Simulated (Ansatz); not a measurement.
Task: a comparison of functionals at one structure of Y3Ga, space group Pm-3m, with Ansatz 0.2.0, Python API. Give the script and its output. Level of theory (first run): BLYP, PAW, cutoff 510 eV, 6×6×6 k-points, Fermi-Dirac smearing of 0.1 eV. The script varies functional: blyp, lda, pbesol.

```xyz
4
Lattice="4.7571 0.0000 0.0000 0.0000 4.7571 0.0000 0.0000 0.0000 4.7571" Properties=species:S:1:pos:R:3 pbc="T T T"
Y     2.3785    0.0000    2.3785
Y     2.3785    2.3785    0.0000
Y     0.0000    2.3785    2.3785
Ga    0.0000    0.0000    0.0000
```

`y3ga_xc.py`
```python
"""Functional comparison for Y3Ga (totals differ with the potentials too)."""

import csv

import ansatz as az

CUTOFF_EV = 510
KMESH = (6, 6, 6)
FILLING = "Fermi-Dirac"


def main() -> None:
    cell = (
        az.Lattice.cubic(4.757077)
        .space_group(221)
        .atom("Y", (0.5, 0.0, 0.5))
        .atom("Ga", (0.0, 0.0, 0.0))
    )

    job = cell.calculation()
    job = job.basis(CUTOFF_EV)
    job = job.kpoints(*KMESH).occupations(FILLING)

    rows = []
    for value in ["blyp", "lda", "pbesol"]:
        rep = job.functional(value).run().report
        rows.append((value, rep["free_energy_ev"] / len(rep["lattice"]["sites"]), rep["n_iterations"], rep["n_kpoints"]))

    with open("xc.csv", "w", newline="") as handle:
        writer = csv.writer(handle)
        writer.writerow(["functional", "F/atom (eV)", "iterations", "k-points"])
        writer.writerows([round(v, 5) if isinstance(v, float) else v for v in row] for row in rows)
    print(open("xc.csv").read())


if __name__ == "__main__":
    main()
```

```console
$ python y3ga_xc.py
functional,F/atom (eV),iterations,k-points
blyp,-3844.33419,7,20
lda,-3736.18522,7,20
pbesol,-3782.38273,7,20
```

Notes:
- BLYP can be off by several per cent in the lattices of metals, and by several GPa in the pressure at a fixed cell.
- The mesh is modest for a metal, so energies can be off by several to tens of meV an atom and pressures by half a GPa or more; differences at equal mesh fare better.
- This cell is a computed structure, which may not be the phase found in nature.
- Total energies of different functionals can't be compared; pressures, moments and gaps at this one structure can.
- Wall time of the script: 10 s on 1 thread of Arm Neoverse V2 (shared host), peak memory 0.44 GiB.

(Lines on the test bed's own set-up are left out of the output.)
